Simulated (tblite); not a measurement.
# C6H13ClGeO: the cost of one run

The runs use tblite 0.8.0 and PySCF 2.14.0, with density-fitted response routines of our own; the level of theory stands in each step. All values are computed, except where a source is named. Atoms count from 0, in the outputs and in this text.

**1. The starting structure**

22 atoms, charge 0, multiplicity 1; geometry from: force field or distance geometry start.

Bonds of the start (Å): C0–Ge1 1.94, Ge1–C2 1.96, C2–C3 1.52, C3–O4 1.40, O4–C5 1.37, C5–C6 1.48, C6–Cl7 1.78, C6–C8 1.47, C8–Ge1 1.90, C0–H9 1.10, C0–H10 1.10, C0–H11 1.10, Ge1–H12 1.58, C2–H13 1.10, C2–H14 1.13, C3–H15 1.12, C3–H16 1.10, C5–H17 1.12, C5–H18 1.12, C6–H19 1.12, C8–H20 1.12, C8–H21 1.12.

**2. Geometry optimisation with GFN2-xTB**

What the job is given:

```
{"job": {"kind": "relax", "xc": "GFN2-xTB", "basis": "xTB"}, "charge": 0, "multiplicity": 1}
C      2.913100     0.575400    -0.012000
Ge     1.078600     0.212900     0.496800
C      0.599800    -1.488400    -0.350000
C     -0.754800    -1.889200     0.200400
O     -1.176000    -0.862800     1.059000
C     -2.039400    -0.066800     0.344900
C     -1.567100     1.252600    -0.118500
Cl    -2.225400     1.513200    -1.752500
C     -0.118500     1.524200    -0.176200
H      3.599200     0.567800     0.851500
H      2.974200     1.562400    -0.499600
H      3.233400    -0.191700    -0.732900
H      0.957500     0.046300     2.062500
H      1.369200    -2.261300    -0.219600
H      0.435300    -1.217900    -1.430000
H     -0.639400    -2.848800     0.765800
H     -1.477800    -2.077900    -0.608700
H     -2.420900    -0.682100    -0.506400
H     -2.928100     0.094900     1.013500
H     -2.045900     2.038300     0.524000
H      0.153900     1.709800    -1.242700
H      0.068800     2.508300     0.329900
```

Started as:

```
OMP_NUM_THREADS=1 python probes_run.py task.json out
```

This one command runs all jobs of the session in turn.

Q: Estimate the wall time of this first job on 1 thread of Arm Neoverse V1, shared host.

About 1.9 s.
